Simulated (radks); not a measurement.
# Sn⁴⁺ in [Kr] 4d10: an all-electron calculation

An exercise on one series of results from a longer session: the logs are not shown, and one member is left open.

Program: radks (a radial shooting solver on a logarithmic mesh, Libxc functionals) version 1. Level of theory: scalar-relativistic Kohn-Sham, PBE, spin-polarised, spherical densities, finite nucleus. These are calculated values, not measurements, unless marked.

**Starting point**

* element: tin (Z = 50)
* charge: +4
* electrons: 46
* configuration: [Kr] 4d10
* nuclear rms radius: 4.6519 fm

Outer shells as boxes (Hund's rule):

Sn⁴⁺
```
[Kr] core
4d [↑↓][↑↓][↑↓][↑↓][↑↓]
```

Set-up of the first run:

Input:

```text
Z 50
configuration [Kr] 4d10
relativity scalar-relativistic
functional pbe,pbe
spin polarised
nucleus finite rms 4.6519 fm
c 137.035999084
```

The run is started by

```bash
$ python run_ks.py task.json out
```

This one command runs every case of the session in turn.

Among the steps run: Self-consistent calculation.

One table of the session follows, with a row left open; its other results are not shown here.

It belongs to the step «Shells». Sizes of the orbitals, from the radial functions (bohr):

```
level      <r>  outermost maximum (interpolated)  90 % within  nodes
   1s  0.02906                            0.0188       0.0522      0
   2s   0.1255                             0.106        0.194      1
   2p   0.1096                            0.0849        0.178      0
   3s   0.3393                             0.308        0.499      2
   3p        ?                                 ?            ?      ?
   3d   0.3146                             0.251        0.496      0
   4s   0.8178                             0.746         1.18      3
   4p   0.8834                             0.788         1.30      2
   4d    1.069                             0.884         1.64      1
```

Q: Estimate the row for 3p from the others.

As computed: <r>: 0.3377; outermost maximum (interpolated): 0.301; 90 % within: 0.507; nodes: 1. In the column «<r>» it lies between 3d (0.3146) and 3s (0.3393).
